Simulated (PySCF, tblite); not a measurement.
# C4H9ClO3Si: geometry, infrared bands and NMR shifts

Wanted: the infrared bands and NMR shifts of C4H9ClO3Si (`CO[C@@]1(C)CO[Si@@H](Cl)O1`), by calculation.

Computed with tblite 0.8.0 and PySCF 2.14.0, with density-fitted response routines of our own, on a single molecule in the gas phase. Atoms count from 0, in the outputs and in this text.

**1. The starting structure**

18 atoms, charge 0, multiplicity 1; geometry from: force field or distance geometry start.

Bonds of the start (Å): C0–O1 1.41, O1–C2 1.43, C2–C3 1.55, C2–C4 1.56, C4–O5 1.44, O5–Si6 1.67, Si6–Cl7 2.03, Si6–O8 1.66, O8–C2 1.44, C0–H9 1.10, C0–H10 1.09, C0–H11 1.10, C3–H12 1.09, C3–H13 1.09, C3–H14 1.10, C4–H15 1.10, C4–H16 1.09, Si6–H17 1.47.

**2. Relaxing the molecule with GFN2-xTB**

Job settings and geometry (Å):

```
{"job": {"kind": "relax", "xc": "GFN2-xTB", "basis": "xTB"}, "charge": 0, "multiplicity": 1}
C     -1.775900    -1.282200     0.485400
O     -0.703400    -0.514200     0.986500
C     -0.036200     0.322100     0.041100
C     -0.990400     1.430500    -0.466600
C      1.192000     0.972700     0.740700
O      2.289000     0.047600     0.633600
Si     2.024500    -0.869600    -0.731800
Cl     2.008100    -2.827400    -0.183700
O      0.462600    -0.420300    -1.083100
H     -2.109900    -1.974200     1.272900
H     -1.492200    -1.867500    -0.389900
H     -2.636600    -0.637400     0.245500
H     -1.803500     1.005800    -1.056400
H     -0.459900     2.135000    -1.105700
H     -1.448100     1.971200     0.380700
H      1.499800     1.906300     0.251900
H      1.004100     1.187400     1.795000
H      2.967300    -0.579700    -1.827600
```

Command:

```bash
$ OMP_NUM_THREADS=1 python probes_run.py task.json out
```

The driver reads the jobs from task.json and runs them one after another.

**Question.** This job is followed by: GFN2-xTB harmonic vibrations, gas phase; GIAO PBE0/pcSseg-1 NMR shielding, non-relativistic, gas phase. Predict these results of the whole session: strongest single infrared mode (GFN2-xTB); zero-point energy (GFN2-xTB); 13C shifts against TMS (PBE0/pcSseg-1); 1H shifts against TMS (PBE0/pcSseg-1, means over atoms taken as alike); 17O shifts against H2O (PBE0/pcSseg-1); 29Si shifts against TMS (PBE0/pcSseg-1); 35Cl shifts against HCl (PBE0/pcSseg-1).

As calculated:

| quantity | value |
| --- | --- |
| strongest single infrared mode (GFN2-xTB) | 721 cm⁻¹, 292 km/mol |
| zero-point energy (GFN2-xTB) | 83.1 kcal/mol |
| 13C shifts against TMS (PBE0/pcSseg-1) | 105.9, 80.6, 51.2, 25.0 ppm |
| 1H shifts against TMS (PBE0/pcSseg-1, means over atoms taken as alike) | 5.16, 4.44, 3.98, 3.66, 1.45 ppm |
| 17O shifts against H2O (PBE0/pcSseg-1) | 124.2, 86.9, 62.1 ppm |
| 29Si shifts against TMS (PBE0/pcSseg-1) | -9.1 ppm |
| 35Cl shifts against HCl (PBE0/pcSseg-1) | 77 ppm |

What this shows: The optimisation took 87 steps and gained 0.285 eV; among the close pairs (by a distance rule), Si6–Cl7 changed most, from 2.033 to 1.982 Å. All 48 modes are real, so the xTB geometry is a minimum. The strongest single mode, at 721 cm⁻¹, moves mainly H17. GFN2-xTB is a fitted tight-binding method: band positions and strengths are rough. Its intensities can rank the bands wrongly. At PBE0/pcSseg-1: Shielding is most anisotropic at Cl7 (span 252 ppm, paramagnetic term -276 ppm).
